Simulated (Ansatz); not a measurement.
# Rb, space group P6_3/mmc: the levels without and with spin-orbit coupling

Program: Ansatz's Python interface.

`rb_soc.py`:
```python
'''What spin-orbit coupling does to the bands of Rb.'''

import ansatz
import numpy as np


def main() -> None:
    vectors = np.array([
        [5.088207, 0.0, 0.0],
        [-2.544103, 4.406517, 0.0],
        [0.0, 0.0, 8.442058],
    ])
    system = (
        ansatz.Lattice.of(vectors)
        .atom('Rb', (1 / 3, 2 / 3, 0.25))
        .atom('Rb', (2 / 3, 1 / 3, 0.75))
    )

    model = (
        system.calculation()
        .scf(tolerance=1e-10)
        .basis(450)
        .occupations(ansatz.OccupationsMethod.FERMI_DIRAC, width=0.1)
        .kpoints(7, 7, 4)
        .functional('lda')
        .band_table()
    )
    for label, variant in (('scalar-relativistic', model), ('spin-orbit', model.spin(soc=True))):
        data = variant.run(threads=1, backend='cpu').report
        zero = data['band_edges_ev'][0] if data.get('band_edges_ev') else data['fermi_energy_ev']
        near = [round(e - zero, 3) for e in data['eigenvalues_ev'][0] if abs(e - zero) < 4]
        print(label)
        print('  band edges (eV):', [round(e, 3) for e in data.get('band_edges_ev') or []] or 'none reported')
        print('  levels at k =', data['kpoints_frac'][0], 'within 4 eV of the zero:', near)


if __name__ == '__main__':
    main()
```

```console
$ python rb_soc.py
scalar-relativistic
  band edges (eV): none reported
  levels at k = [0.0, 0.0, 0.0] within 4 eV of the zero: [-1.928, 0.054, 0.662, 3.382, 3.414]
spin-orbit
  band edges (eV): none reported
  levels at k = [0.0, 0.0, 0.0] within 4 eV of the zero: [-1.928, -1.928, 0.054, 0.054, 0.662, 0.662, 3.382, 3.382, 3.406, 3.406]
```

The computed bands are complete only to about 1.6 eV above the Fermi level. This isn't the structure that Rb takes at ambient conditions. Gaps and levels are Kohn-Sham values on a finite set of k-points. With spin-orbit coupling each level holds one electron and, with inversion or at time-reversal points, comes in pairs; a window in energy can cut a split set. It ran for 20 s on 1 thread of Arm Neoverse V1, with other jobs on the host, peak memory 0.65 GiB.
